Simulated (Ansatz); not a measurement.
**CH5FOSn (SMILES [CH3][SnH]([OH])[F]) at CCSD(T)/def2-SVP (core potential)**

What is the energy change on altering one bond length of CH5FOSn at CCSD(T)/def2-SVP (core potential)? 

The calculation is run with Ansatz 0.2.0.

116 further runs of the same task are left out: 116 set aside as unsound or not needed.

## Step 1: The molecule

CH5FOSn: 9 atoms, total charge 0, spin state singlet. SMILES: `[CH3][SnH]([OH])[F]`. Geometry: relaxed at PBE0-D4/def2-TZVP. This is one conformer, not always the lowest.

Bond lengths: C1–Sn2 2.120 Å, Sn2–O3 1.954 Å, Sn2–F4 1.928 Å, C1–H5 1.090 Å, C1–H6 1.090 Å, C1–H7 1.090 Å, Sn2–H8 1.697 Å, O3–H9 0.960 Å. Some angles: C1–Sn2–O3 112.2°, C1–Sn2–F4 104.4°, O3–Sn2–F4 104.6°, C1–Sn2–H8 121.5°, O3–Sn2–H8 105.6°, F4–Sn2–H8 107.3°, Sn2–C1–H5 109.8°, Sn2–C1–H6 110.0°, Sn2–C1–H7 108.7°, Sn2–O3–H9 113.8°.

## Step 2: The energy at CCSD(T)/def2-SVP (core potential)

The input, run.yaml:

```yaml
crystal:
  periodic: [false, false, false]
  atoms:
    - {symbol: C, position_ang: [-0.348000, 1.320900, -0.172600]}
    - {symbol: Sn, position_ang: [-0.271200, -0.757400, 0.237600]}
    - {symbol: O, position_ang: [1.527400, -1.346400, 0.725000]}
    - {symbol: F, position_ang: [-0.613200, -1.596000, -1.464600]}
    - {symbol: H, position_ang: [-1.361700, 1.603400, -0.455800]}
    - {symbol: H, position_ang: [-0.043600, 1.885400, 0.708500]}
    - {symbol: H, position_ang: [0.329800, 1.539100, -0.997600]}
    - {symbol: H, position_ang: [-1.308700, -1.477000, 1.371800]}
    - {symbol: H, position_ang: [2.177700, -1.218400, 0.030600]}
basis:
  gaussian:
    orbitals: def2-SVP
correlation:
  method: ccsd_t
  frozen_orbitals: {C: 1, F: 1, H: 0, O: 1, Sn: 4}
accuracy: high
scf:
  omitted_lower_state_checks: [cluster_reference, increment]
```

Started as:

```sh
$ ansatz run run.yaml --threads 1 --pin off --max-ram 3480MiB --events-out events.jsonl --progress --plain --runs-dir runs
```

The log of the run, shortened:

```text
Warning: RAYON_NUM_THREADS=1 ignored (pool sized by the plan → 1); use --threads N
Functional definition: HF
  name "HF"
[...]
2210 factors; integrals over basis functions are off by at most 3.4e-9 eV
[...]
mean field -11654.23816162 eV, -428.2853529132 hartree, gradient 1.9e-8 eV, S^2 0.000000; 0 other end points of the search recorded, 0 dependent functions left out
7 core orbitals not correlated: weight in the atoms' cores, before any rotation towards them, 1.000 or more for the frozen orbitals, at most 0.000 for the correlated occupied ones
reference -11654.23816162 eV, -428.2853529132 hartree; 18, 18 occupied and 68, 68 virtual orbitals, 2210 factors
second order -17.36407594 eV of doubles, -0.00000000 eV of singles
cycle   1  -17.67030820 eV  change   -3.1e-1 eV  update   1.0e-1
[...]
cycle  21  -18.22063298 eV  change   4.0e-10 eV  update   2.8e-9
perturbative correction -0.39989293 eV, -0.0146957942 hartree
Total energy: -11672.85868753 eV, -428.9696446191 hartree
Checks for a lower state left out: cluster_reference, increment
```

Wall time 47 s (1 thread of Arm Neoverse V1, shared host); peak memory 0.67 GiB.

## Step 3: The distorted shape

The input, molecule.yaml:

```yaml
crystal:
  periodic: [false, false, false]
  atoms:
    - {symbol: C, position_ang: [-0.245395, 1.572492, 0.338083]}
    - {symbol: Sn, position_ang: [-0.168595, -0.505808, 0.748283]}
    - {symbol: O, position_ang: [1.630005, -1.094808, 1.235683]}
    - {symbol: F, position_ang: [-0.613200, -1.596000, -1.464600]}
    - {symbol: H, position_ang: [-1.259095, 1.854992, 0.054883]}
    - {symbol: H, position_ang: [0.059005, 2.136992, 1.219183]}
    - {symbol: H, position_ang: [0.432405, 1.790692, -0.486917]}
    - {symbol: H, position_ang: [-1.206095, -1.225408, 1.882483]}
    - {symbol: H, position_ang: [2.280305, -0.966808, 0.541283]}
basis:
  gaussian:
    orbitals: def2-SVP
correlation:
  method: ccsd_t
  frozen_orbitals: {C: 1, F: 1, H: 0, O: 1, Sn: 4}
accuracy: high
scf:
  omitted_lower_state_checks: [cluster_reference, increment]
```

Started as:

```sh
$ ansatz run molecule.yaml --threads 1 --pin off --max-ram 3480MiB --events-out events.jsonl --progress --plain --runs-dir runs
```

The log of the run, shortened:

```text
Warning: RAYON_NUM_THREADS=1 ignored (pool sized by the plan → 1); use --threads N
[... 2 set-up lines as earlier in the session ...]
[...]
2171 factors; integrals over basis functions are off by at most 7.4e-9 eV
[...]
mean field -11652.31600681 eV, -428.2147150266 hartree, gradient 2.5e-8 eV, S^2 0.000000; 0 other end points of the search recorded, 0 dependent functions left out
7 core orbitals not correlated: weight in the atoms' cores, before any rotation towards them, 1.000 or more for the frozen orbitals, at most 0.000 for the correlated occupied ones
reference -11652.31600681 eV, -428.2147150266 hartree; 18, 18 occupied and 68, 68 virtual orbitals, 2171 factors
second order -17.56107725 eV of doubles, -0.00000000 eV of singles
cycle   1  -17.75375036 eV  change   -1.9e-1 eV  update   1.3e-1
[...]
cycle  25  -18.40622633 eV  change    2.6e-9 eV  update   2.8e-9
perturbative correction -0.45400167 eV, -0.0166842537 hartree
Total energy: -11671.17623481 eV, -428.9078156218 hartree
Checks for a lower state left out: cluster_reference, increment
```

Wall time 53 s (1 thread of Arm Neoverse V1, shared host); peak memory 0.67 GiB.

## Step 4: Results

At CCSD(T)/def2-SVP (core potential), 7 core orbitals frozen:

| quantity | value |
| --- | --- |
| first shape: total energy | -428.96964 Eh |
| first shape: correlation energy (7 core orbitals frozen) | -684.3 mEh |
| first shape: (T) correction | -14.70 mEh |
| first shape: T1 diagnostic | 0.012 |
| distorted shape: total energy | -428.90782 Eh |
| distorted shape: correlation energy (7 core orbitals frozen) | -693.1 mEh |
| distorted shape: (T) correction | -16.68 mEh |
| distorted shape: T1 diagnostic | 0.017 |
| energy change with the Sn2–F4 bond stretched from 1.928 to 2.507 Å | 1.682 eV |

**Reading.** With the Sn2–F4 bond stretched from 1.928 to 2.507 Å the energy rises by 1.68 eV (162 kJ/mol). The first shape isn't relaxed at this level, so the change isn't measured from a minimum. The triples (first shape) make up 2.1 % of the correlation energy. The triples (distorted shape) make up 2.4 % of the correlation energy.
